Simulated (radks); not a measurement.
# Gd⁴³⁺ in [Ar] 3d3: an all-electron calculation

One table from this session's results is given with a row withheld; the runs are named, their logs left out.

Program: radks (a radial shooting solver on a logarithmic mesh, Libxc functionals) version 1. Level of theory: Dirac Kohn-Sham, PBE, spin-unpolarised, spherical densities, finite nucleus; open shells fill j = l - 1/2 first. These are calculated values, not measurements, unless marked.

## The atom as given

| Item | Value |
| --- | --- |
| element | gadolinium (Z = 64) |
| charge | +43 |
| electrons | 21 |
| configuration | [Ar] 3d3 |
| nuclear rms radius | 5.1569 fm |

The first run:

Settings of this run:

```text
Z 64
configuration [Ar] 3d3 4s0 4p0
relativity Dirac
functional pbe,pbe
spin unpolarised
j_filling energy
nucleus finite rms 5.1569 fm
c 137.035999084
```

Among the steps run: Self-consistent calculation.

One table of the session follows, with a row left open; its other results are not shown here.

It belongs to the step «Radial structure». From the orbitals of this run (lengths in bohr):

```
level      <r>  outermost maximum (interpolated)  90 % within  nodes
1s1/2  0.02191                            0.0139       0.0396      0
2s1/2  0.09211                            0.0789        0.143      1
2p1/2  0.07691                            0.0596        0.127      0
2p3/2  0.08359                            0.0654        0.135      0
3s1/2   0.2298                             0.216        0.335      2
3p1/2   0.2180                             0.203        0.325      1
3p3/2   0.2287                             0.214        0.339      1
3d3/2   0.1987                             0.167        0.305      0
3d5/2        ?                                 ?            ?      ?
4s1/2   0.4418                             0.443        0.623      3
4p1/2   0.4350                             0.436        0.620      2
4p3/2   0.4496                             0.452        0.639      2
```

**Question.** Estimate the row for 3d5/2.

The run gave: <r>: 0.2020; outermost maximum (interpolated): 0.170; 90 % within: 0.309; nodes: 0. In the column «<r>» it lies between 3d3/2 (0.1987) and 3p1/2 (0.2180).

Caveats from the session: Spin polarisation and multiplet splitting are left out.
